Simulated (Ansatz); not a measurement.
# CH4ClOSi radical: one species, many methods

One table from this session's results is given with a row withheld; the runs are named, their logs left out.

Computed with Ansatz 0.2.0, Gaussian basis. Level: functionals in def2-TZVPP, the program's frozen cores in correlated methods.

Plan: LDA (SPW92), PBE-D4, revPBE-D4, BLYP-D4, r2SCAN-D4, B97M-V, PBE0-D4, B3LYP-D4, r2SCANh-D4, r2SCAN0-D4, HSE06-D4, BHLYP-D4, CAM-B3LYP-D4, LC-ωPBE, ωB97X-V, ωB97M-V, B2PLYP, PBE-QIDH; CCSD(T)/def2-SVP; CCSD(T)/def2-TZVPP; MP2/def2-QZVPP; extrapolation to the limit; RPA on PBE.

## The geometry

The geometry comes from an earlier relaxation with PBE0-D4 in a triple-zeta def2 set; it is a stationary point, not always the lowest conformer.

SMILES `[CH2][SiH](O)Cl`, 8 atoms, charge 0, spin multiplicity 2.

Atoms are counted from 1 here; the program's logs count them from 0.

Bond lengths: C1–Si2 1.832 Å, C1–H5 1.085 Å, C1–H6 1.087 Å, Si2–O3 1.636 Å, Si2–Cl4 2.061 Å, Si2–H7 1.477 Å, O3–H8 0.959 Å. Angles: Si2–C1–H5 122.9°, Si2–C1–H6 121.7°, H5–C1–H6 115.4°, C1–Si2–O3 112.6°, C1–Si2–Cl4 107.0°, C1–Si2–H7 113.7°, O3–Si2–Cl4 111.1°, O3–Si2–H7 104.8°, Cl4–Si2–H7 107.7°, Si2–O3–H8 117.9°.

Set-up of the first run:

in.yaml

```yaml
crystal:
  periodic: [false, false, false]
  atoms:
    - {symbol: C, position_ang: [-1.095900, 0.675213, -0.093384]}
    - {symbol: Si, position_ang: [0.607679, 0.008459, -0.185770]}
    - {symbol: O, position_ang: [1.019163, -0.851411, 1.143479]}
    - {symbol: Cl, position_ang: [0.705960, -1.158156, -1.881907]}
    - {symbol: H, position_ang: [-1.782984, 0.653818, -0.932590]}
    - {symbol: H, position_ang: [-1.472600, 1.157844, 0.804282]}
    - {symbol: H, position_ang: [1.647903, 1.050508, -0.297529]}
    - {symbol: H, position_ang: [0.462978, -1.593276, 1.387519]}
basis:
  gaussian: {orbitals: def2-TZVPP}
magnetization: {spin_polarized: true, initial_magnetization: 1}
hamiltonian: {xc: lda}
output: {orbitals: {seedname: orbitals}}
```

Command:

```console
$ ansatz run in.yaml --threads 4 --pin off --events-out ev --progress --plain --max-ram 10444MiB
```

Steps of the session up to this table: LDA; PBE-D4 (GGA); revPBE-D4 (GGA); BLYP-D4 (GGA); r2SCAN-D4 (meta-GGA); B97M-V (meta-GGA); PBE0-D4 (hybrid); B3LYP-D4 (hybrid); r2SCANh-D4 (hybrid); r2SCAN0-D4 (hybrid); HSE06-D4 (hybrid); BHLYP-D4 (hybrid); CAM-B3LYP-D4 (range-separated); LC-ωPBE (range-separated); ωB97X-V (range-separated); ωB97M-V (range-separated); B2PLYP (double hybrid); PBE-QIDH (double hybrid).

One of the session's tables, all rows but one given; the rest of the session is left out.

It belongs to the step «Frontier levels by functional». 

```
  functional  HOMO (eV)  LUMO (eV)  gap (eV)
 LDA (SPW92)      -6.13      -4.64      1.50
      PBE-D4          ?          ?         ?
   revPBE-D4      -6.10      -3.87      2.22
     BLYP-D4      -5.90      -4.04      1.86
   r2SCAN-D4      -6.63      -3.42      3.20
      B97M-V      -6.40      -3.82      2.58
     PBE0-D4      -7.54      -2.82      4.73
    B3LYP-D4      -7.17      -3.26      3.92
  r2SCANh-D4      -7.14      -3.01      4.13
  r2SCAN0-D4      -7.91      -2.41      5.50
    HSE06-D4      -7.13      -3.21      3.93
    BHLYP-D4      -8.71      -1.72      6.99
CAM-B3LYP-D4      -8.86      -1.81      7.05
     LC-ωPBE     -10.45      -0.29     10.16
     ωB97X-V      -9.80      -0.83      8.98
     ωB97M-V      -9.58      -0.98      8.60
```

**Question.** Estimate the row for PBE-D4.

**Answer.** HOMO (eV): -6.14; LUMO (eV): -4.04; gap (eV): 2.10. In the column «HOMO (eV)» it lies between B97M-V (-6.40) and LDA (SPW92) (-6.13).
